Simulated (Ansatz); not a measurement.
## ScZn3 and its elements: a formation energy from the elements, step by step

With Ansatz 0.2.0, Python API.

At the Python prompt:
```pycon
>>> from collections import Counter
>>> import warnings
>>> import ansatz as az
>>> import numpy as np
>>> FUNCTIONAL = 'LDA'
>>> SCF_TOL = 1e-10
>>> K_SPACING = 0.16
>>> FILLING = 'gaussian'
>>> SMEARING_WIDTH = 0.05
>>> PHASES = {
...     'ScZn3': (
...         [[0.0, 3.156388, 3.156388], [3.156388, 0.0, 3.156388], [3.156388, 3.156388, 0.0]],
...         [
...             ('Sc', [0.0, 0.0, 0.0]),
...             ('Zn', [0.25, 0.25, 0.25]),
...             ('Zn', [0.75, 0.75, 0.75]),
...             ('Zn', [0.5, 0.5, 0.5]),
...         ],
...     ),
...     'Sc': (
...         [[3.309, 0.0, 0.0], [-1.6545, 2.865678, 0.0], [0.0, 0.0, 5.2733]],
...         [
...             ('Sc', [1 / 3, 2 / 3, 0.25]),
...             ('Sc', [2 / 3, 1 / 3, 0.75]),
...         ],
...     ),
...     'Zn': (
...         [[2.67, 0.0, 0.0], [-1.335, 2.312288, 0.0], [0.0, 0.0, 4.966]],
...         [
...             ('Zn', [1 / 3, 2 / 3, 0.25]),
...             ('Zn', [2 / 3, 1 / 3, 0.75]),
...         ],
...     ),
... }
>>> def build(vectors, sites):
...     crystal = az.Crystal(lattice=az.Lattice.of(vectors))
...     for symbol, position in sites:
...         crystal = crystal.atom(symbol, position)
...     return crystal
...
>>> def run_phase(name, crystal):
...     calc = (
...         crystal.calculation()
...         .functional(FUNCTIONAL)
...         .basis(35 * az.Ry)
...         .scf(tolerance=SCF_TOL)
...         .kpoints(spacing=K_SPACING)
...         .occupations(FILLING, width=SMEARING_WIDTH)
...         .stress()
...     )
...     calc = calc.relax(force_tolerance=0.01, max_steps=60, cell=True)
...     return calc.run()
...
>>> def counts(outcome):
...     return Counter(site.symbol for site in outcome.lattice.sites)
...
>>> def formation_energy(outcome, mu):
...     n = counts(outcome)
...     return (outcome.report['energy_sigma0_ev'] - sum(k * mu[element] for element, k in n.items())) / sum(n.values())
...
>>> def volume_per_atom(outcome):
...     return abs(np.linalg.det(outcome.lattice.cell_ang)) / len(outcome.lattice.sites)
...
>>> warnings.simplefilter('ignore', az.DeckWarning)
>>> phases = {name: build(*cell) for name, cell in PHASES.items()}
>>> done = {}
>>> for name, crystal in phases.items():
...     done[name] = run_phase(name, crystal)
...     print(f'{name}: {done[name].report["energy_sigma0_ev"]:.4f} eV, {len(done[name].lattice.sites)} atoms')
...
ScZn3: -11829.1425 eV, 4 atoms
Sc: -4178.0313 eV, 2 atoms
Zn: -6492.5112 eV, 2 atoms
>>> # chemical potentials of the elements at zero temperature
>>> references = {'Sc': 'Sc', 'Zn': 'Zn'}
>>> mu = {element: done[name].report['energy_sigma0_ev'] / len(done[name].lattice.sites) for element, name in references.items()}
>>> target = done['ScZn3']
>>> heat = formation_energy(target, mu)
>>> rows = [(name, len(o.lattice.sites), volume_per_atom(o), formation_energy(o, mu)) for name, o in done.items()]
>>> print('     phase       atoms  V (A^3/atom)  E_form (eV/atom)')
     phase       atoms  V (A^3/atom)  E_form (eV/atom)
>>> for row in rows:
...     print(f'{str(row[0]):>10}  {row[1]:10d}  {row[2]:12.3f}  {row[3]:16.4f}')
...
     ScZn3           4        14.677           -0.3400
        Sc           2        22.498            0.0000
        Zn           2        13.408            0.0000
```

Total energies depend on the potentials; only differences at equal settings carry meaning. The meshes are coarse for the metals among these phases, whose energies can be off by up to 40 meV an atom. The cells come from databases of deposited and of computed structures, and not all need be stable phases. The compound is the structure given, not necessarily its lowest; energies are at zero temperature, with no correction for gases. A semilocal functional's error on such energies is often 0.05 to 0.1 eV an atom, and 0.1 to 0.3 eV against gases such as O2 or F2. Finished in 93 s on 1 thread of Arm Neoverse V2 (shared host), peak memory 0.47 GiB.
